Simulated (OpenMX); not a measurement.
Crystal: GaF.

```
Ga F
1.0
     0.00000    2.84624    2.84624
     2.84624    0.00000    2.84624
     2.84624    2.84624    0.00000
Ga F
1 1
Direct
  0.25000 0.25000 0.25000
  0.00000 0.00000 0.00000
```

The cell was built by a generator and needn't be a form met in nature.

Base run:

```yaml
Program: OpenMX 3.8.5
Functional: PBE
Potentials_or_basis: OpenMX 2013 PBE set, Ga7.0-s3p2d2, F6.0-s2p2d1, grid cutoff 500 Ry
k_mesh: 7 × 7 × 7
Occupations: fermi-dirac, width 0.05 eV
Spin: no spin polarisation
```

Its results: band gap on the k mesh 2.54 eV, indirect (least direct gap 2.60 eV); pressure 0.7 GPa.

Task: The run is repeated on the same cell with these changes: functional from PBE to LDA; potentials or basis from OpenMX 2013 PBE set, Ga7.0-s3p2d2, F6.0-s2p2d1, grid cutoff 500 Ry to OpenMX 2013 LDA set, Ga7.0-s3p2d2, F6.0-s2p2d1, grid cutoff 500 Ry. What comes out?

Result: Band gap on the k mesh 2.47 eV, indirect (least direct gap 2.53 eV); pressure -3.2 GPa.

Caveats: the mesh misses the band edges, which the band path finds closer together; the basis of atomic orbitals isn't converged, which shifts pressures, moduli and gaps.
